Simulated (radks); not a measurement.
# Excited configurations of Ni⁺

An exercise on one series of results from a longer session: the logs are not shown, and one member is left open.

Method: non-relativistic Kohn-Sham, PBE, spin-polarised, spherical densities, point nucleus; open shells are filled with parallel spins first. Code: radks (a radial shooting solver on a logarithmic mesh, Libxc functionals) version 1.

**Starting point**

| Item | Value |
| --- | --- |
| element | nickel (Z = 28) |
| charge | +1 |
| electrons | 27 |
| configuration | [Ar] 3d9 |

Outer shells as boxes (Hund's rule):

Ni⁺
```
[Ar] core
3d [↑↓][↑↓][↑↓][↑↓][↑ ]
```

The first run:

Settings of this run:

```text
Z 28
configuration [Ar] 3d9
relativity non-relativistic
functional pbe,pbe
spin polarised
nucleus point
```

Steps of the session up to this table: Ground configuration: [Ar] 3d9.

One of the session's tables, all rows but one given; the rest of the session is left out.

It belongs to the step «Ground configuration: [Ar] 3d9». From the orbitals of this run (lengths in bohr):

```
  level     <r>  outermost maximum (interpolated)  90 % within  nodes
  2p up  0.2166                             0.166        0.354      0
2p down  0.2166                             0.166        0.354      0
  3s up  0.7535                             0.649         1.13      2
3s down       ?                                 ?            ?      ?
  3p up  0.7891                             0.652         1.22      1
3p down  0.7904                             0.652         1.22      1
  3d up   1.057                             0.636         1.90      0
3d down   1.078                             0.639         1.95      0
```

Estimate the missing values for 3s down.

**Answer.** <r>: 0.7542; outermost maximum (interpolated): 0.649; 90 % within: 1.13; nodes: 2. In the column «<r>» it lies between 3s up (0.7535) and 3p up (0.7891).

Caveats from the session: Open shells are spherical and high-spin; term and fine-structure splittings are not resolved.
